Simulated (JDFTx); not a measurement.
# Ti in JDFTx: single point with RPBE+D3

Aim: the single point of Ti with RPBE+D3.

All numbers are computed with JDFTx 1.7.0 (patched build); they aren't measurements. Logs are shortened: lines on timing, memory, paths and dates and some standing lists are left out, and cuts for length are marked. The log counts tension as positive stress, the text compression.

**1. The undisturbed crystal**

The cell holds a slab with vacuum, 5 atoms: a = 2.950 Å, b = 2.950 Å, c = 24.372 Å, α = 90.00°, β = 90.00°, γ = 120.00°.

The slab is cut from a database's or a generator's crystal, which needn't be the stable form of the element.

**2. Single point, RPBE+D3 (the (0 0 1) slab of Ti, cut from the database cell, not relaxed)**

File vacuum.in:

```
lattice \
    5.5746880244    -2.7873440122     0.0000000000 \
    0.0000000000     4.8278214473     0.0000000000 \
    0.0000000000     0.0000000000    46.0564051094
coords-type Cartesian
ion Ti     0.0000000000     3.2185476312    14.1729459347 0
ion Ti     2.7873440122     1.6092738161    18.6005742447 0
ion Ti     0.0000000000     3.2185476312    23.0282025547 1
ion Ti     2.7873440122     1.6092738161    27.4558308647 1
ion Ti     0.0000000000     3.2185476312    31.8834591747 1

ion-species pseudo/Ti.upf
elec-cutoff 38
elec-ex-corr gga-x-rpbe gga-c-pbe
van-der-waals D3
kpoint-folding 4 4 1
elec-smearing Fermi 0.0018374661
elec-n-bands 39
electronic-SCF nIterations 100 energyDiffThreshold 1e-08
electronic-minimize nIterations 30 energyDiffThreshold 1e-7
coulomb-interaction Slab 001
coulomb-truncation-embed 0.000000 0.000000 23.028203
converge-empty-states yes
forces-output-coords Cartesian

dump-name vacuum.$VAR
dump End Ecomponents EigStats BandEigs Kpoints Forces Dtot State
```

Potentials or basis: PseudoDojo-SR-PBE-0.5-standard.

Run with:

```console
$ jdftx -c 1 -i vacuum.in -o vacuum.out
```

Output:

```text
*************** JDFTx 1.7.0 (patched build) ***************

Input parsed successfully to the following command list (including defaults):
[... the input with its defaults ...]

---------- Setting up symmetries ----------

Found 24 point-group symmetries of the bravais lattice
Found 6 space-group symmetries with basis
Applied RMS atom displacement 3.26599e-10 bohrs to make symmetries exact.

---------- Initializing the Grid ----------
R =
[      5.57469     -2.78734            0  ]
[            0      4.82782            0  ]
[            0            0      46.0564  ]
unit cell volume = 1239.54
G =
[    1.12709   0.650727         -0  ]
[          0    1.30145          0  ]
[          0         -0   0.136424  ]
Minimum fftbox size, Smin = [  32  32  256  ]
Chosen fftbox size, S = [  32  32  256  ]

---------- Exchange Correlation functional ----------
Initialized LibXC exchange functional 'Hammer, Hansen, and Norskov'
Initialized LibXC correlation functional 'Perdew, Burke & Ernzerhof'

---------- Setting up pseudopotentials ----------
Width of ionic core gaussian charges (only for fluid interactions / plotting) set to 0

Reading pseudopotential file 'pseudo/Ti.upf':
  'Ti' pseudopotential, 'PBE' functional
  Generated using ONCVPSP code by D. R. Hamann
  12 valence electrons, 4 orbitals, 6 projectors, 1001 radial grid points, with lMax = 2
    3S    l: 0   occupation:  2.0   eigenvalue: -2.301740
    3P    l: 1   occupation:  6.0   eigenvalue: -1.428110
    3D    l: 2   occupation:  2.0   eigenvalue: -0.156511
    4S    l: 0   occupation:  2.0   eigenvalue: -0.164159
  Core radius for overlap checks: 1.61 bohrs.

Initialized 1 species with 5 total atoms.

Folded 1 k-points by 4x4x1 to 16 k-points.

---------- Setting up k-points, bands, fillings ----------
Adding inversion symmetry to k-mesh for non-inversion-symmetric unit cell.
Reduced to 4 k-points under symmetry.
Computing the number of bands and number of electrons
Calculating initial fillings.
nElectrons:  60.000000   nBands: 39   nStates: 4

----- Setting up reduced wavefunction bases (one per k-point) -----
average nbasis = 13861.562 , ideal nbasis = 13868.554

---------- Setting up coulomb interaction ----------
Setting up double-sized grid for truncated Coulomb potentials:
R =
[      5.57469     -2.78734            0  ]
[            0      4.82782            0  ]
[            0            0      92.1128  ]
unit cell volume = 2479.09
G =
[    1.12709   0.650727         -0  ]
[          0    1.30145          0  ]
[          0         -0  0.0682119  ]
Chosen fftbox size, S = [  32  32  512  ]
Integer grid location selected as the embedding center:
   Grid: [  0  0  128  ]
   Lattice: [  0  0  0.5  ]
   Cartesian: [  0  0  23.0282  ]
Constructing Wigner-Seitz cell: 8 faces (6 quadrilaterals, 2 hexagons)
Range-separation parameter for embedded mesh potentials due to point charges: 0.5351 bohrs.
Initialized slab truncation along lattice direction 001

Initializing DFT-D3 calculator:
	Parameters set for gga-rpbe functional
	s6:  1.000  s_r6:  0.872
	s8:  0.514  s_r8:  1.000
	Per-atom parameters loaded for:
	Ti:  sqrtQ[a0]:  6.288  Rcov[a0]:  2.305  CN: [ 0.00 1.83 3.87 ]

---------- Setting up 2D ewald sum ----------
Optimum gaussian width for ewald sums = 3.094842 bohr.
Real space sums over 289 unit cells with max indices [  8  8  0  ]
Reciprocal space sums over 81 terms with max indices [  4  4  0  ]

Computing DFT-D3 correction:
# coordination-number Ti 7.828 10.579 10.595 10.579 7.828
# diagonal-C6 Ti 321.59 321.59 321.59 321.59 321.59
EvdW_6 =   -0.058373
EvdW_8 =   -0.026819

---------- Allocating electronic variables ----------
Initializing wave functions:  linear combination of atomic orbitals
Ti pseudo-atom occupations:   s ( 2 2 )  p ( 6 )  d ( 2 )
	FillingsUpdate:  mu: +1.927480096  nElectrons: 60.000000
LCAOMinimize: Iter:   0  F: -288.3402754300501556  |grad|_K:  1.755e-01  alpha:  1.000e+00
LCAOMinimize: 	Step increased F by 7.046302e+01, reducing alpha to 3.017176e-02.
LCAOMinimize: 	Step increased F by 1.239421e+00, reducing alpha to 3.017176e-03.
	FillingsUpdate:  mu: +1.418150669  nElectrons: 60.000000
[... 67 lines of inner loops ...]
LCAOMinimize: Iter:  26  F: -291.2984937695595136  |grad|_K:  3.975e-05  alpha:  1.817e-02  linmin:  1.431e-05  cgtest: -1.500e-03
	FillingsUpdate:  mu: -0.119703820  nElectrons: 60.000000
LCAOMinimize: Iter:  27  F: -291.2984938258181842  |grad|_K:  2.157e-05  alpha:  6.854e-03  linmin:  1.183e-05  cgtest:  3.338e-03
LCAOMinimize: Converged (|Delta F|<1.000000e-06 for 2 iters).

Computing DFT-D3 correction:
# coordination-number Ti 7.828 10.579 10.595 10.579 7.828
# diagonal-C6 Ti 321.59 321.59 321.59 321.59 321.59
EvdW_6 =   -0.058373
EvdW_8 =   -0.026819

-------- Electronic minimization -----------
Will mix electronic density at each iteration.
	FillingsUpdate:  mu: -0.119703809  nElectrons: 60.000000
	FillingsUpdate:  mu: -0.142421832  nElectrons: 60.000000
SCF: Cycle:  0   F: -291.444103641336085   dF: -1.456e-01   |Residual|: 3.641e-01   |deigs|: 1.572e-02
	FillingsUpdate:  mu: -0.175287071  nElectrons: 60.000000
SCF: Cycle:  1   F: -291.548506077830211   dF: -1.044e-01   |Residual|: 1.395e-01   |deigs|: 5.394e-02
	FillingsUpdate:  mu: -0.186983440  nElectrons: 60.000000
SCF: Cycle:  2   F: -290.015794304106521   dF: +1.533e+00   |Residual|: 2.429e-01   |deigs|: 2.618e-02
	FillingsUpdate:  mu: -0.188395283  nElectrons: 60.000000
SCF: Cycle:  3   F: -291.562208315520536   dF: -1.546e+00   |Residual|: 6.652e-02   |deigs|: 6.603e-03
	FillingsUpdate:  mu: -0.182262779  nElectrons: 60.000000
SCF: Cycle:  4   F: -291.298669416386815   dF: +2.635e-01   |Residual|: 6.089e-02   |deigs|: 9.940e-03
	FillingsUpdate:  mu: -0.179060164  nElectrons: 60.000000
SCF: Cycle:  5   F: -291.576246159356572   dF: -2.776e-01   |Residual|: 4.394e-02   |deigs|: 5.881e-03
	FillingsUpdate:  mu: -0.179450267  nElectrons: 60.000000
SCF: Cycle:  6   F: -291.588003650849600   dF: -1.176e-02   |Residual|: 3.524e-02   |deigs|: 1.448e-03
	FillingsUpdate:  mu: -0.182241118  nElectrons: 60.000000
SCF: Cycle:  7   F: -291.595720348815121   dF: -7.717e-03   |Residual|: 9.331e-03   |deigs|: 5.341e-03
	FillingsUpdate:  mu: -0.181491388  nElectrons: 60.000000
SCF: Cycle:  8   F: -291.595257560536481   dF: +4.628e-04   |Residual|: 9.805e-03   |deigs|: 8.644e-04
	FillingsUpdate:  mu: -0.180567169  nElectrons: 60.000000
SCF: Cycle:  9   F: -291.595841682674404   dF: -5.841e-04   |Residual|: 8.146e-03   |deigs|: 1.158e-03
	FillingsUpdate:  mu: -0.178576699  nElectrons: 60.000000
SCF: Cycle: 10   F: -291.597260645435597   dF: -1.419e-03   |Residual|: 6.835e-03   |deigs|: 2.163e-03
	FillingsUpdate:  mu: -0.176269602  nElectrons: 60.000000
SCF: Cycle: 11   F: -291.598511762523913   dF: -1.251e-03   |Residual|: 3.368e-03   |deigs|: 2.362e-03
	FillingsUpdate:  mu: -0.174423220  nElectrons: 60.000000
SCF: Cycle: 12   F: -291.598871802130418   dF: -3.600e-04   |Residual|: 2.162e-03   |deigs|: 1.909e-03
	FillingsUpdate:  mu: -0.171564044  nElectrons: 60.000000
SCF: Cycle: 13   F: -291.598802547340824   dF: +6.925e-05   |Residual|: 1.876e-03   |deigs|: 2.914e-03
	FillingsUpdate:  mu: -0.170032453  nElectrons: 60.000000
SCF: Cycle: 14   F: -291.598849561926045   dF: -4.701e-05   |Residual|: 2.018e-03   |deigs|: 1.534e-03
	FillingsUpdate:  mu: -0.166521607  nElectrons: 60.000000
SCF: Cycle: 15   F: -291.598896756300348   dF: -4.719e-05   |Residual|: 2.226e-03   |deigs|: 3.579e-03
	FillingsUpdate:  mu: -0.162613929  nElectrons: 60.000000
SCF: Cycle: 16   F: -291.598990337216151   dF: -9.358e-05   |Residual|: 1.349e-03   |deigs|: 3.856e-03
	FillingsUpdate:  mu: -0.159197443  nElectrons: 60.000000
SCF: Cycle: 17   F: -291.599092271408381   dF: -1.019e-04   |Residual|: 7.998e-04   |deigs|: 3.433e-03
	FillingsUpdate:  mu: -0.158024977  nElectrons: 60.000000
SCF: Cycle: 18   F: -291.599125144705624   dF: -3.287e-05   |Residual|: 6.638e-04   |deigs|: 1.163e-03
	FillingsUpdate:  mu: -0.158541572  nElectrons: 60.000000
SCF: Cycle: 19   F: -291.599138890076631   dF: -1.375e-05   |Residual|: 5.225e-04   |deigs|: 5.224e-04
	FillingsUpdate:  mu: -0.157655707  nElectrons: 60.000000
[... 47 lines left out ...]
	FillingsUpdate:  mu: -0.156581276  nElectrons: 60.000000
SCF: Cycle: 44   F: -291.599162385114653   dF: -3.026e-08   |Residual|: 6.151e-05   |deigs|: 1.714e-06
	FillingsUpdate:  mu: -0.156589853  nElectrons: 60.000000
SCF: Cycle: 45   F: -291.599162403428011   dF: -1.831e-08   |Residual|: 7.124e-05   |deigs|: 8.870e-06
	FillingsUpdate:  mu: -0.156604540  nElectrons: 60.000000
SCF: Cycle: 46   F: -291.599162520702066   dF: -1.173e-07   |Residual|: 4.098e-05   |deigs|: 1.604e-05
	FillingsUpdate:  mu: -0.156606321  nElectrons: 60.000000
SCF: Cycle: 47   F: -291.599162551283200   dF: -3.058e-08   |Residual|: 4.289e-05   |deigs|: 2.159e-06
	FillingsUpdate:  mu: -0.156608125  nElectrons: 60.000000
SCF: Cycle: 48   F: -291.599162596157100   dF: -4.487e-08   |Residual|: 3.484e-05   |deigs|: 2.449e-06
	FillingsUpdate:  mu: -0.156609778  nElectrons: 60.000000
SCF: Cycle: 49   F: -291.599162629631678   dF: -3.347e-08   |Residual|: 3.135e-05   |deigs|: 2.153e-06
	FillingsUpdate:  mu: -0.156617722  nElectrons: 60.000000
SCF: Cycle: 50   F: -291.599162671213548   dF: -4.158e-08   |Residual|: 9.414e-06   |deigs|: 8.939e-06
	FillingsUpdate:  mu: -0.156619576  nElectrons: 60.000000
SCF: Cycle: 51   F: -291.599162693674884   dF: -2.246e-08   |Residual|: 6.278e-06   |deigs|: 2.302e-06
	FillingsUpdate:  mu: -0.156618455  nElectrons: 60.000000
SCF: Cycle: 52   F: -291.599162711854319   dF: -1.818e-08   |Residual|: 7.096e-06   |deigs|: 1.351e-06
	FillingsUpdate:  mu: -0.156617842  nElectrons: 60.000000
SCF: Cycle: 53   F: -291.599162727360294   dF: -1.551e-08   |Residual|: 9.687e-06   |deigs|: 9.277e-07
	FillingsUpdate:  mu: -0.156618598  nElectrons: 60.000000
SCF: Cycle: 54   F: -291.599162746449906   dF: -1.909e-08   |Residual|: 4.156e-06   |deigs|: 1.084e-06
	FillingsUpdate:  mu: -0.156617663  nElectrons: 60.000000
SCF: Cycle: 55   F: -291.599162758497584   dF: -1.205e-08   |Residual|: 3.687e-06   |deigs|: 1.020e-06
	FillingsUpdate:  mu: -0.156616872  nElectrons: 60.000000
SCF: Cycle: 56   F: -291.599162770874557   dF: -1.238e-08   |Residual|: 3.616e-06   |deigs|: 8.691e-07
	FillingsUpdate:  mu: -0.156614488  nElectrons: 60.000000
SCF: Cycle: 57   F: -291.599162782039002   dF: -1.116e-08   |Residual|: 3.041e-06   |deigs|: 2.615e-06
	FillingsUpdate:  mu: -0.156611938  nElectrons: 60.000000
SCF: Cycle: 58   F: -291.599162791676349   dF: -9.637e-09   |Residual|: 3.570e-06   |deigs|: 2.470e-06
	FillingsUpdate:  mu: -0.156607779  nElectrons: 60.000000
SCF: Cycle: 59   F: -291.599162799520059   dF: -7.844e-09   |Residual|: 5.362e-06   |deigs|: 4.057e-06
SCF: Converged (|Delta E|<1.000000e-08 for 2 iters).

Setting wave functions to eigenvectors of Hamiltonian
Converging empty states (this may take a while):
EmptyStates: None of the convergence criteria satisfied.
|deigs|: 5.105e-05

Computing DFT-D3 correction:
# coordination-number Ti 7.828 10.579 10.595 10.579 7.828
# diagonal-C6 Ti 321.59 321.59 321.59 321.59 321.59
EvdW_6 =   -0.058373
EvdW_8 =   -0.026819
WARNING: the partial cores' own exchange and correlation, taken off the total, pulls at atoms by up to 6.4e-04 Eh/a0
   and adds 0.013 GPa to the pressure: cores overlap, or the grid is coarse for them. See exc-core.

# Ionic positions in cartesian coordinates:
ion Ti   0.000000000000000   3.218547631466667  14.172945934700000 0
ion Ti   2.787344012200000   1.609273815700000  18.600574244699999 0
ion Ti   0.000000000000000   3.218547631466667  23.028202554700002 1
ion Ti   2.787344012200000   1.609273815700000  27.455830864699998 1
ion Ti   0.000000000000000   3.218547631466667  31.883459174700000 1

# Forces in Cartesian coordinates:
force Ti   0.000000000000000   0.000000000000000   0.015682730454670 0
force Ti   0.000000000000000   0.000000000000000  -0.010783408680159 0
force Ti   0.000000000000000  -0.000000000000000  -0.000046604954738 1
force Ti   0.000000000000000   0.000000000000000   0.010981146373063 1
force Ti   0.000000000000000  -0.000000000000000  -0.016015463021411 1

# Energy components:
   Eewald =    -3249.9990235452951310
       EH =    -3016.0483741209372965
     Eloc =     5892.4861462783437673
      Enl =        2.7928643674577529
     EvdW =       -0.0851916940366574
      Exc =      -43.6651173889084845
 Exc_core =        5.3136116029591491
       KE =      117.6089661915208922
-------------------------------------
     Etot =     -291.5961183088959956
       TS =        0.0030444906240593
-------------------------------------
        F =     -291.5991627995200588

IonicMinimize: Iter:   0  F: -291.599162799520059  |grad|_K:  6.473e-03
IonicMinimize: None of the convergence criteria satisfied after 0 iterations.

#--- Lowdin population analysis ---
# oxidation-state Ti +0.118 +0.139 +0.115 +0.141 +0.125

Dumping 'vacuum.eigStats' ...
	eMin: -2.250028 at state 0 ( [ +0.000000 +0.000000 +0.000000 ] spin 0 )
	HOMO: -0.157766 at state 1 ( [ +0.000000 +0.250000 +0.000000 ] spin 0 )
	mu  : -0.156569
	LUMO: -0.155298 at state 0 ( [ +0.000000 +0.000000 +0.000000 ] spin 0 )
	eMax: -0.062056 at state 2 ( [ +0.000000 +0.500000 +0.000000 ] spin 0 )
	HOMO-LUMO gap: +0.002468
	Optical gap  : +0.002833 at state 1 ( [ +0.000000 +0.250000 +0.000000 ] spin 0 )
WARNING: the last solve of the electrons (or of bands or displaced states from it) ended unconverged.
Done!
```

Run time: 2.9 min. Hardware: 1 thread of AMD EPYC 9R45 (Zen 5), shared host; peak memory 0.23 GiB.

The run converged, but some of its settings lie outside the range that counts as converged, so its numbers aren't taken as properties of the slab.

What came out:

```
Free energy                     : -7934.8174 eV
Band gap on the k mesh          : none (metal or under the smearing width)
Work function of the upper face : 4.26 eV
Work function of the lower face : 4.26 eV
```

Caveat: the k mesh is coarse (spacing up to 0.61 Å⁻¹), so the values aren't converged; the empty levels aren't tightly converged; the cores' own exchange energy is taken off the total, which shifts forces and pressure where cores overlap; the potentials were made for another functional, which shifts forces and pressure.
